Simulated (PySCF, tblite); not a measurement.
**C₄H₈FO₂Si radical: geometry, infrared bands and EPR parameters**

Aim: predict the infrared bands and EPR parameters of C₄H₈FO₂Si radical (`CO[Si](F)/C=C\CO`).

The runs use tblite 0.8.0 and PySCF 2.14.0, with density-fitted response routines of our own; the level of theory stands in each step. All values are computed, except where a source is named. Atoms are numbered from 0 throughout.

### Step 1. Starting geometry

16 atoms, charge 0, multiplicity 2; geometry from: force field or distance geometry start.

Bonds of the start (Å): C0–O1 1.44, O1–Si2 1.66, Si2–F3 1.60, Si2–C4 1.84, C4–C5 1.35, C5–C6 1.50, C6–O7 1.42, C0–H8 1.10, C0–H9 1.10, C0–H10 1.09, C4–H11 1.09, C5–H12 1.08, C6–H13 1.10, C6–H14 1.10, O7–H15 0.98.

### Step 2. Relaxing the molecule with GFN2-xTB

Job settings and geometry (Å):

```
{"job": {"kind": "relax", "xc": "GFN2-xTB", "basis": "xTB"}, "charge": 0, "multiplicity": 2}
C      1.897700     0.215000     1.857900
O      0.882200     0.910800     1.115800
Si     1.076400     1.016600    -0.530100
F      2.620600     0.804700    -0.875900
C      0.154500    -0.347300    -1.343100
C     -1.132300    -0.736100    -1.249700
C     -2.281100    -0.195100    -0.452500
O     -1.952000     0.958900     0.306400
H      1.985100    -0.827200     1.531800
H      1.590200     0.212100     2.917300
H      2.853600     0.725200     1.781000
H      0.805600    -0.909400    -2.010500
H     -1.417400    -1.597900    -1.840300
H     -2.650700    -0.968900     0.231500
H     -3.098800     0.075200    -1.129200
H     -1.341300     0.672500     1.013700
```

Launch:

```bash
> OMP_NUM_THREADS=1 python probes_run.py task.json out
```

One launch serves the whole session: the jobs run in the order shown.

Output:

```text
step      E/eV     max force
  0    -740.82654    2.027
  1    -740.92672    0.759
  2    -740.95583    0.464
  3    -740.97447    0.552
  4    -740.99533    0.473
  5    -741.01112    0.330
  6    -741.02363    0.359
  7    -741.03459    0.369
  8    -741.04496    0.248
  9    -741.05158    0.198
 10    -741.05606    0.146
 11    -741.05991    0.171
 12    -741.06468    0.229
 13    -741.07104    0.233
 14    -741.07695    0.200
 15    -741.08040    0.125
 16    -741.08224    0.106
 17    -741.08384    0.117
 18    -741.08576    0.116
 19    -741.08772    0.094
 20    -741.08917    0.098
 21    -741.09015    0.081
 22    -741.09104    0.075
 23    -741.09208    0.083
 24    -741.09323    0.085
 25    -741.09439    0.081
 26    -741.09551    0.082
 27    -741.09660    0.079
 28    -741.09754    0.072
 29    -741.09826    0.070
 30    -741.09884    0.057
 31    -741.09940    0.055
 32    -741.09993    0.052
 33    -741.10034    0.043
 34    -741.10060    0.034
 35    -741.10081    0.040
 36    -741.10105    0.049
 37    -741.10138    0.048
 38    -741.10172    0.054
 39    -741.10205    0.045
 40    -741.10240    0.049
 41    -741.10286    0.061
 42    -741.10338    0.067
 43    -741.10383    0.054
 44    -741.10412    0.034
 45    -741.10431    0.031
 46    -741.10451    0.038
 47    -741.10477    0.045
 48    -741.10509    0.040
 49    -741.10542    0.041
 50    -741.10576    0.045
 51    -741.10610    0.055
 52    -741.10642    0.054
 53    -741.10674    0.048
 54    -741.10716    0.053
 55    -741.10786    0.062
 56    -741.10876    0.081
 57    -741.10965    0.069
 58    -741.11028    0.060
 59    -741.11077    0.055
 60    -741.11128    0.049
 61    -741.11214    0.071
 62    -741.11316    0.075
 63    -741.11402    0.072
 64    -741.11456    0.087
 65    -741.11506    0.056
 66    -741.11545    0.041
 67    -741.11585    0.034
 68    -741.11607    0.041
 69    -741.11638    0.044
 70    -741.11669    0.045
 71    -741.11710    0.055
 72    -741.11754    0.053
 73    -741.11793    0.042
 74    -741.11816    0.050
 75    -741.11838    0.044
 76    -741.11859    0.035
 77    -741.11887    0.033
 78    -741.11912    0.032
 79    -741.11970    0.037
 80    -741.12033    0.053
 81    -741.12081    0.057
 82    -741.12124    0.046
 83    -741.12156    0.055
 84    -741.12194    0.038
 85    -741.12230    0.053
 86    -741.12265    0.045
 87    -741.12289    0.045
 88    -741.12324    0.048
 89    -741.12366    0.069
 90    -741.12418    0.057
 91    -741.12445    0.118
 92    -741.12500    0.060
 93    -741.12537    0.047
 94    -741.12594    0.086
 95    -741.12638    0.042
 96    -741.12672    0.038
 97    -741.12708    0.099
 98    -741.12743    0.039
 99    -741.12771    0.033
100    -741.12816    0.030
101    -741.12828    0.029
102    -741.12844    0.028
103    -741.12854    0.035
104    -741.12864    0.029
105    -741.12876    0.030
106    -741.12894    0.028
107    -741.12908    0.024
108    -741.12925    0.027
109    -741.12936    0.023
110    -741.12945    0.025
111    -741.12955    0.027
112    -741.12964    0.027
113    -741.12972    0.031
114    -741.12980    0.022
115    -741.12987    0.015
116    -741.12992    0.016
117    -741.12999    0.018
118    -741.13008    0.023
119    -741.13020    0.032
120    -741.13033    0.028
121    -741.13044    0.024
122    -741.13053    0.024
123    -741.13062    0.030
124    -741.13076    0.037
125    -741.13095    0.045
126    -741.13124    0.047
127    -741.13159    0.065
128    -741.13190    0.062
129    -741.13214    0.052
130    -741.13238    0.034
131    -741.13258    0.048
132    -741.13287    0.030
133    -741.13311    0.034
134    -741.13337    0.051
135    -741.13347    0.021
136    -741.13356    0.018
137    -741.13360    0.013
138    -741.13364    0.013
139    -741.13367    0.011
140    -741.13370    0.010
141    -741.13372    0.011
142    -741.13374    0.010
143    -741.13376    0.013
144    -741.13378    0.011
145    -741.13381    0.013
146    -741.13384    0.013
147    -741.13387    0.012
148    -741.13390    0.011
149    -741.13392    0.015
150    -741.13394    0.010
151    -741.13396    0.007
```

Wall time 0.92 s (1 thread of Arm Neoverse V2, shared host).

Along the way: (not every step is listed)

```csv
step,energy from step 0 (eV),largest force (eV/Å)
0,0.0000,2.0267
1,-0.1002,0.7591
2,-0.1293,0.4636
3,-0.1479,0.5517
4,-0.1688,0.4729
5,-0.1846,0.3303
6,-0.1971,0.3587
7,-0.2080,0.3692
8,-0.2184,0.2484
21,-0.2636,0.0815
34,-0.2741,0.0341
47,-0.2782,0.0447
60,-0.2847,0.0488
73,-0.2914,0.0418
86,-0.2961,0.0448
99,-0.3012,0.0334
112,-0.3031,0.0269
125,-0.3044,0.0446
138,-0.3071,0.0135
146,-0.3073,0.0135
147,-0.3073,0.0121
148,-0.3074,0.0107
149,-0.3074,0.0149
150,-0.3074,0.0099
151,-0.3074,0.0068
```

Distances of close pairs at the start and the end, largest changes first:

```csv
bond,before (Å),after (Å),change (Å)
Si2–F3,1.597,1.649,+0.053
C0–O1,1.437,1.399,-0.038
Si2–C4,1.836,1.866,+0.030
O1–Si2,1.661,1.640,-0.021
C4–C5,1.347,1.327,-0.020
C6–O7,1.420,1.403,-0.017
O7–H15,0.977,0.964,-0.013
C0–H9,1.103,1.093,-0.010
```

The end geometry stands in the next job.

### Step 3. Vibrational analysis with GFN2-xTB

Job settings and geometry (Å):

```
{"job": {"kind": "ir", "xc": "GFN2-xTB", "basis": "xTB"}, "charge": 0, "multiplicity": 2}
C      2.039072     0.340371     2.055680
O      0.934274     0.266347     1.200514
Si     0.813395     0.827437    -0.335275
F      2.386736     0.876815    -0.828010
C      0.029894    -0.397480    -1.504610
C     -1.257081    -0.721943    -1.510967
C     -2.251112    -0.198569    -0.516700
O     -1.687205     0.616337     0.476067
H      2.023791    -0.539235     2.701178
H      1.968469     1.239728     2.672155
H      2.976329     0.364321     1.499179
H      0.662232    -0.756394    -2.304650
H     -1.677000    -1.382243    -2.257796
H     -2.809830    -1.036820    -0.073982
H     -2.973119     0.435475    -1.045715
H     -1.186443     0.074795     1.096769
```

Output:

```text
mode    cm-1     km/mol
  1      56.0      4.21
  2      73.7      6.42
  3      81.1      0.38
  4     100.0      0.51
  5     134.9     19.91
  6     156.2     13.67
  7     190.5     18.98
  8     212.5     17.90
  9     316.0     16.43
 10     360.0      9.43
 11     385.2      8.44
 12     516.2    258.51
 13     632.4     26.95
 14     682.6     42.03
 15     719.0    172.50
 16     734.0    130.05
 17     790.2     67.50
 18     901.9      0.61
 19     934.8     13.69
 20     954.8      4.71
 21    1089.7     44.19
 22    1118.1    186.85
 23    1131.3     63.31
 24    1144.9     57.84
 25    1150.7     16.70
 26    1180.3      2.93
 27    1295.2     25.55
 28    1305.3      5.78
 29    1326.7     16.04
 30    1418.4      0.57
 31    1449.3      6.15
 32    1478.4      3.34
 33    1482.7      2.99
 34    1652.2     43.37
 35    2861.5     63.10
 36    2928.8     27.40
 37    2958.6     39.78
 38    2984.0     29.42
 39    2992.2     29.93
 40    3044.7     15.09
 41    3059.7     35.01
 42    3521.6     29.30
```

It took 0.5 s on 1 thread of Arm Neoverse V2, shared host.

Which atoms move in the most intense modes:

```csv
cm⁻¹,km/mol,atoms
516,258.5,H15 90 %
719,172.5,"Si2 29 %, F3 26 %, C5 18 %"
734,130.1,"Si2 31 %, O1 14 %, F3 13 %, C4 11 %"
790,67.5,"Si2 37 %, C4 30 %"
1118,186.8,"O1 42 %, C0 33 %, H9 10 %"
1131,63.3,"H9 30 %, H8 25 %, C0 23 %, O1 15 %"
1145,57.8,"H14 37 %, H15 28 %, H13 15 %"
2862,63.1,H13 90 %
```

### Step 4. g tensor and hyperfine couplings: B3LYP/pcH-1

Settings changed since step 3:

```diff
@@ -1,2 +1,2 @@
-{"job": {"kind": "ir", "xc": "GFN2-xTB", "basis": "xTB"}, "charge": 0, "multiplicity": 2}
+{"job": {"kind": "epr", "basis": "pcH-1"}, "charge": 0, "multiplicity": 2}
 C      2.039072     0.340371     2.055680
```

Level: UKS B3LYP, pcH-1 on C F H O Si, non-relativistic, mean-field spin-orbit, GIAO.

Output:

```text
UKS, coarse grid
  cycle   1  E = -696.88373589  |g| = 7.75e-01
  cycle   2  E = -696.56061897  |g| = 1.25e+00
  cycle   3  E = -697.08295495  |g| = 1.10e-01
  cycle   4  E = -697.08681555  |g| = 6.03e-02
  cycle   5  E = -697.08820632  |g| = 1.43e-02
  cycle   6  E = -697.08826502  |g| = 6.09e-03
  cycle   7  E = -697.08828119  |g| = 9.56e-04
  cycle   8  E = -697.08828258  |g| = 3.86e-04
UKS, final grid
  cycle   1  E = -697.08834102  |g| = 4.10e-04
  cycle   2  E = -697.08834095  |g| = 5.88e-04
  cycle   3  E = -697.08834110  |g| = 9.84e-05
  cycle   4  E = -697.08834110  |g| = 2.07e-05
E = -697.08834110 Eh   <S^2> = 0.7518 (exact 0.7500)
g shifts (ppm)      1          2          3
  rmc          -207       -207       -207
  gc             86         58         61
  oz_so       -1107       -317       -189
  total       -1228       -466       -335
hyperfine (MHz)  atom isotope    a_iso     a_fc   dipolar eigenvalues
    0   13C      -2.57      -2.57     -1.03     -0.77      1.79
    1   17O     -38.57     -38.49    -30.36     14.71     15.65
    2  29Si    -925.27    -926.21   -130.55     64.64     65.92
    3   19F     272.34     271.06   -128.37   -120.41    248.78
    4   13C     104.65     104.66    -11.15     -7.38     18.53
    5   13C       4.40       4.40     -4.89     -3.58      8.47
    6   13C       1.70       1.69     -0.85     -0.48      1.33
    7   17O     -25.91     -25.90     -8.50      4.17      4.33
    8    1H       6.34       6.34     -1.75     -1.05      2.80
    9    1H       4.46       4.46     -2.31     -1.61      3.92
   10    1H      -0.05      -0.06     -2.37     -1.35      3.72
   11    1H      14.40      14.40     -5.16     -0.77      5.93
   12    1H       6.21       6.21     -2.90     -1.32      4.23
   13    1H      15.06      15.06     -1.09     -0.84      1.92
   14    1H       3.80       3.80     -1.55     -1.10      2.65
   15    1H      -1.21      -1.21     -4.37     -0.93      5.30
```

Run time: 1.9 min. Hardware: 1 thread of Arm Neoverse V2, shared host; peak memory 0.96 GiB.

Principal g values 2.00109, 2.00185, 2.00198; g(iso) = 2.00164, against 2.00232 for a free electron.

Hyperfine couplings; where a row names several nuclei, a(iso) is their mean (it holds for fast rotation or exchange) and the dipolar term the largest among them:

```csv
nuclei,isotope,a(iso) (MHz),"a(iso) (G, at g = 2.0023)",largest dipolar term (MHz)
Si2,29Si,-925.3,-330.2,-130.6
F3,19F,272.3,97.2,248.8
C4,13C,104.7,37.3,18.5
O1,17O,-38.6,-13.8,-30.4
O7,17O,-25.9,-9.2,-8.5
H11,1H,14.4,5.1,5.9
"H13, H14",1H,9.4,3.4,2.6
H12,1H,6.2,2.2,4.2
C5,13C,4.4,1.6,8.5
"H8, H9, H10",1H,3.6,1.3,3.9
C0,13C,-2.6,-0.9,1.8
C6,13C,1.7,0.6,1.3
H15,1H,-1.2,-0.4,5.3
```

Mulliken spin populations:

C0 0.00; O1 0.06; Si2 0.78; F3 0.04; C4 0.03; C5 0.05; C6 0.00; O7 0.01; H8 0.00; H9 0.01; H10 0.00; H11 0.01; H12 0.00; H13 0.01; H14 0.00; H15 0.00

In first order the couplings over 0.8 MHz of 19F, 1H give 176 distinct lines over 115.5 G, if the averaged nuclei exchange fast.

Orbitals, density, ELF and potential are computed afterwards from the orbital file.

ELF in a plane through or near 8 of the atoms.

Values, 10 rows by 14 columns:
```
0.00 0.00 0.00 0.00 0.00 0.00 0.00 0.00 0.00 0.00 0.00 0.00 0.00 0.00
0.00 0.00 0.00 0.00 0.00 0.00 0.00 0.00 0.00 0.00 0.00 0.00 0.00 0.00
0.00 0.00 0.00 0.00 0.00 0.00 0.00 0.03 0.06 0.00 0.02 0.00 0.00 0.00
0.00 0.00 0.10 0.34 0.05 0.10 0.02 0.85 0.56 0.18 0.68 0.09 0.00 0.00
0.00 0.00 0.22 0.75 0.36 0.76 0.70 0.22 0.31 0.14 0.51 0.13 0.01 0.00
0.00 0.00 0.56 0.98 0.54 0.80 0.56 0.38 0.28 0.51 0.51 0.06 0.00 0.00
0.00 0.00 0.84 0.98 0.02 0.13 0.16 0.90 0.63 0.76 0.85 0.80 0.03 0.00
0.00 0.00 0.00 0.00 0.28 0.66 0.11 0.58 0.99 0.33 0.04 0.05 0.00 0.00
0.00 0.00 0.00 0.00 0.02 0.10 0.01 0.32 0.94 0.24 0.00 0.00 0.00 0.00
0.00 0.00 0.00 0.00 0.00 0.00 0.00 0.00 0.00 0.00 0.00 0.00 0.00 0.00
```
The map spans 11.8 Å across and 10.0 Å up, centred on the molecule. Atoms in the plane (x, y in Å): C0 (-2.8, 0.4), O1 (-1.4, 0.4), C4 (0.9, -1.3), C5 (2.0, -0.6), C6 (2.2, 0.8), H10 (-3.3, -0.6), H11 (1.0, -2.4), H15 (0.4, 1.5).

log10 of the density (e/Å³) in the same plane.

Ten even steps from ' ' (-4.0) to '@' (2.3):
```
                                                        
                                                        
                                                        
                            ..............              
          ........      ....::::--::::::::::..          
      ..::::::::::::::::::--============----::..        
    ..::----====----------==++++++++++++++==--::..      
    ..::--==++++++++++++====**************++==--..      
    ..--==++********####**==++++++****##**++==--::      
    ..--==++**%%**##%%##**++====++++****++==--::..      
    ..--==++************++++++++++******++==--::..      
    ..--==++****++++++++++++++******%%****++==--::      
    ..::--==========++++++++**##@@******++++==--..      
      ..::::----==++++++==++++******++======--::..      
        ....::--==++++++====++****++==------::..        
            ..::--======----==++++==----::....          
              ..::------::::----==----::..              
                    ....  ....::::::..                  
                                ..                      
                                                        
```
The map spans 11.8 Å across and 10.0 Å up, centred on the molecule. Atoms in the plane (x, y in Å): C0 (-2.8, 0.4), O1 (-1.4, 0.4), C4 (0.9, -1.3), C5 (2.0, -0.6), C6 (2.2, 0.8), H10 (-3.3, -0.6), H11 (1.0, -2.4), H15 (0.4, 1.5).

On the surface of density 0.002 e/bohr³ the electrostatic potential runs, from the 1st to the 99th percentile, from -1.36 V near O7 to 1.52 V near H15.

The spin density lies nearest to Si2 64 %; F3 8 %; O1 8 %; C4 8 %.

### Step 5. Results

```
                                 quantity                    value
strongest single infrared mode (GFN2-xTB)     516 cm⁻¹, 259 km/mol
             zero-point energy (GFN2-xTB)            73.6 kcal/mol
                           g(iso) (B3LYP)                  2.00164
                                     ⟨S²⟩       0.752 (exact 0.75)
       largest a(iso) (averaged by class)  29Si on Si2, -925.3 MHz
    surface potential, 1st and 99th percentile       -1.36 V and 1.52 V
```

What this shows: Over 151 steps the energy fell by 0.307 eV; of the close pairs, Si2–F3 changed most, 1.597 to 1.649 Å. All 42 modes are real, so the xTB geometry is a minimum. The strongest single mode, at 516 cm⁻¹, moves mainly H15. GFN2-xTB is a fitted tight-binding method: band positions and strengths are rough. Its intensities can rank the bands wrongly. Si2 carries the largest spin population, 0.78 e. The isotropic g lies 0.7 ppt below the free-electron value.
